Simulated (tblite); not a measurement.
# C6H11ClOSi: the cost of one run

Programs: tblite 0.8.0 and PySCF 2.14.0, with density-fitted response routines of our own. Each step states its level of theory. These are calculated values for one molecule in the gas phase, unless marked as measured. Atoms are numbered from 0 throughout.

## 1. The starting structure

20 atoms, charge 0, multiplicity 1; geometry from: force field or distance geometry start.

Bonds of the start (Å): C0–O1 1.43, O1–C2 1.29, C2–C3 1.34, C3–Si4 1.85, Si4–C5 1.89, C5–C6 1.53, C6–C7 1.52, C7–Cl8 1.78, C5–C2 1.60, C0–H9 1.09, C0–H10 1.09, C0–H11 1.10, C3–H12 1.09, Si4–H13 1.47, Si4–H14 1.48, C5–H15 1.08, C6–H16 1.11, C6–H17 1.10, C7–H18 1.09, C7–H19 1.09.

## 2. Relaxing the molecule with GFN2-xTB

What the job is given:

```
{"job": {"kind": "relax", "xc": "GFN2-xTB", "basis": "xTB"}, "charge": 0, "multiplicity": 1}
C      2.795700     0.687800    -0.210000
O      1.391600     0.700900    -0.504500
C      0.768900    -0.343000    -0.079500
C      1.081500    -1.482300     0.561600
Si    -0.601600    -2.249500     0.612000
C     -0.798900    -0.584200    -0.264000
C     -1.705300     0.420400     0.448100
C     -1.698100     1.759900    -0.275500
Cl    -2.893100     2.853600     0.451500
H      3.211700     1.616400    -0.598100
H      3.288200    -0.149300    -0.705200
H      2.967300     0.665700     0.872800
H      2.026600    -1.860300     0.955900
H     -1.175200    -2.339800     1.966300
H     -0.733500    -3.434200    -0.265200
H     -1.109100    -0.724500    -1.292000
H     -1.396500     0.572800     1.498100
H     -2.731700     0.016400     0.473200
H     -0.730200     2.250000    -0.218700
H     -1.963300     1.633800    -1.328400
```

Launch:

```console
$ OMP_NUM_THREADS=1 python probes_run.py task.json out
```

The driver reads the jobs from task.json and runs them one after another.

Q: Estimate the wall time and peak memory of this first job on 1 thread of Arm Neoverse N1, shared host.

About 1.1 s, with a peak of 0.18 GiB.
